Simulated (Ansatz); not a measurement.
# C3H8AlN: the cost of one run

Method: UKS B3LYP-D4/STO-3G, in Ansatz 0.2.0.

**1. Starting point**

Bond lengths: C1–C2 1.381 Å, C2–C3 1.481 Å, C2–Al4 1.909 Å, Al4–N5 1.940 Å, C1–H6 1.029 Å, C1–H7 1.087 Å, C3–H8 1.183 Å, C3–H9 1.123 Å, C3–H10 1.134 Å, Al4–H11 1.610 Å, N5–H12 1.067 Å, N5–H13 1.059 Å. Angles (14 of 18 angles, heavy atoms first): C1–C2–C3 119.9°, C1–C2–Al4 121.2°, C3–C2–Al4 118.7°, C2–Al4–N5 121.6°, C2–C1–H6 121.3°, C2–C1–H7 117.3°, C2–C3–H8 110.5°, C2–C3–H9 114.9°, C2–C3–H10 111.3°, C2–Al4–H11 123.1°, N5–Al4–H11 115.2°, Al4–N5–H12 106.8°, Al4–N5–H13 107.5°, H6–C1–H7 121.0°.

Coordinates:

```xyz
13

C     1.4562   -0.8627   -1.2166
C     0.5853   -0.2365   -0.3471
C     1.0608    0.2005    0.9861
Al   -1.2649   -0.0367   -0.7722
N    -2.5229    0.7186    0.4965
H     2.4594   -0.9460   -1.0013
H     1.0659   -1.1585   -2.1865
H     2.1721    0.6002    0.9185
H     0.4608    1.0267    1.4539
H     1.0754   -0.6631    1.7207
H    -1.9109   -0.5526   -2.1539
H    -2.4116    0.1693    1.4046
H    -2.2052    1.7059    0.7120
```

**2. Preparing the start**

Contents of input.yaml:

```yaml
crystal:
  periodic: [false, false, false]
  atoms:
    - { symbol: C, position_ang: [1.4562, -0.8627, -1.2166] }
    - { symbol: C, position_ang: [0.5853, -0.2365, -0.3471] }
    - { symbol: C, position_ang: [1.0608, 0.2005, 0.9861] }
    - { symbol: Al, position_ang: [-1.2649, -0.0367, -0.7722] }
    - { symbol: "N", position_ang: [-2.5229, 0.7186, 0.4965] }
    - { symbol: H, position_ang: [2.4594, -0.946, -1.0013] }
    - { symbol: H, position_ang: [1.0659, -1.1585, -2.1865] }
    - { symbol: H, position_ang: [2.1721, 0.6002, 0.9185] }
    - { symbol: H, position_ang: [0.4608, 1.0267, 1.4539] }
    - { symbol: H, position_ang: [1.0754, -0.6631, 1.7207] }
    - { symbol: H, position_ang: [-1.9109, -0.5526, -2.1539] }
    - { symbol: H, position_ang: [-2.4116, 0.1693, 1.4046] }
    - { symbol: H, position_ang: [-2.2052, 1.7059, 0.712] }
magnetization:
  spin_polarized: true
basis:
  gaussian: { orbitals: STO-3G }
hamiltonian:
  xc: b3lyp
  dispersion: d4
relax:
  f_tol: 0.02
  max_steps: 40
```

Command:

```
ansatz run input.yaml --threads 1 --pin off --max-ram 2048MiB --backend cpu --events-out ev --progress --plain --runs-dir out
```

Q: Estimate wall time and peak memory on 1 thread of Arm Neoverse V2, shared host.

About 80 s, with a peak of 0.17 GiB.
